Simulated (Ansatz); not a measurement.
## C3H3Br, SMILES BrC1C=C1: a ladder of methods at one geometry, step by step

Program: Ansatz 0.2.0 through its Python package.

Notebook, run cell by cell (the value of a cell's last expression is shown):

**Cell 1**
```python
import warnings

import ansatz as az

BASIS_SET = 'def2-SVP'
```

**Cell 2**
```python
warnings.simplefilter('ignore', az.DeckWarning)
```

**Cell 3**
```python
geometry_ang = [
    ('Br', (-2.1082, -0.3287, -0.5269)),
    ('C', (-0.335, 0.2077, -0.5506)),
    ('C', (0.2586, 0.4395, 0.7035)),
    ('C', (0.6617, -0.6593, 0.0986)),
    ('H', (0.0384, 0.7705, -1.4116)),
    ('H', (0.4032, 1.09, 1.5576)),
    ('H', (1.1426, -1.5877, 0.0837)),
]
c3h3br = az.Crystal.molecule()
for symbol, xyz in geometry_ang:
    c3h3br = c3h3br.atom(symbol, xyz)
```

**Cell 4**
```python
model = c3h3br.calculation().basis(gaussian=BASIS_SET)
```

**Cell 5**
```python
methods = ['mp2', 'ccsd', 'ccsd_t']
batch = az.Session.batch([model.correlation(m).input() for m in methods])
reports = sorted(batch.plan().execute().molecular_reports, key=lambda each: each['member'])
print(f'Hartree-Fock reference {reports[0]["reference_energy_ev"] / 27.211386246:.6f} Ha')
best = reports[-1]['free_energy_ev'] - reports[-1]['reference_energy_ev']
for method, each in zip(methods, reports):
    gained = each['free_energy_ev'] - each['reference_energy_ev']
    print(f'{method:8s} total {each["free_energy_ev"] / 27.211386246:.6f} Ha  correlation {gained:9.4f} eV  ({100 * gained / best:.1f} % of the last)')
```
Output:
```text
Hartree-Fock reference -2687.249698 Ha
mp2      total -2687.878010 Ha  correlation  -17.0972 eV  (93.5 % of the last)
ccsd     total -2687.899307 Ha  correlation  -17.6768 eV  (96.7 % of the last)
ccsd_t   total -2687.921693 Ha  correlation  -18.2859 eV  (100.0 % of the last)
```

What to keep in mind:
- Total energies depend on the basis set; only differences at equal settings carry meaning.
- The geometry is a force-field or estimated start, not a minimum of this method, and the basis set is short of its limit. A lower total doesn't mark the better method: functionals have no common bound, and MP2 and coupled cluster aren't variational.
- Inner cores stay frozen; a filled d shell under the valence of the heavier atoms is correlated with it.
